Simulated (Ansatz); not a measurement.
AlSn:

```
CELL_PARAMETERS angstrom
4.19811 0.00000 0.00000
-2.09905 3.63567 0.00000
0.00000 0.00000 3.30685
ATOMIC_POSITIONS crystal
Sn 0.33333 0.66667 0.50000
Al 0.00000 0.00000 0.00000
```

The cell comes from a database or a generator and needn't be the stable form of this composition.

- Program: Ansatz 0.2.0
- Task: relaxation of cell and atoms
- Functional: revPBE
- Dispersion: D4
- Potentials or basis: Ansatz PAW
- Cutoff: 420 eV (not typed: the program's choice for these potentials)
- k mesh: 7 × 7 × 8
- Occupations: fermi-dirac, width 0.05 eV
- Spin: no spin polarisation

At the start: volume 25.24 Å³/atom.

Task: How do energy, volume and symmetry change on relaxing?

Result: It ends after 5 steps and the volume is 24.15 Å³/atom (-4.3 %); space group P-6m2 (No. 187, to 0.05 Å).

The path:
```csv
step,energy change (eV),largest force (eV/Å),volume (Å³)
1,0.0000,0.0000,50.47
2,-0.0146,0.0000,47.52
3,-0.0166,0.0000,48.36
4,-0.0166,0.0000,48.29
5,-0.0162,0.0000,48.29
```

Final structure:
```xyz
2
Lattice="4.1208 0.0000 0.0000 -2.0604 3.5687 0.0000 0.0000 0.0000 3.2840" Properties=species:S:1:pos:R:3 pbc="T T T"
Sn    0.0000    2.3791    1.6420
Al    0.0000    0.0000    0.0000
```

Caveat: the plane-wave basis is chosen anew once the cell has moved, so the energies of steps on either side of that aren't comparable; pairwise dispersion overbinds metals, which lowers pressure and volume; the PAW data sets come from PBE, with cores solved anew for the run's functional, which leaves a small shift of forces and pressure.
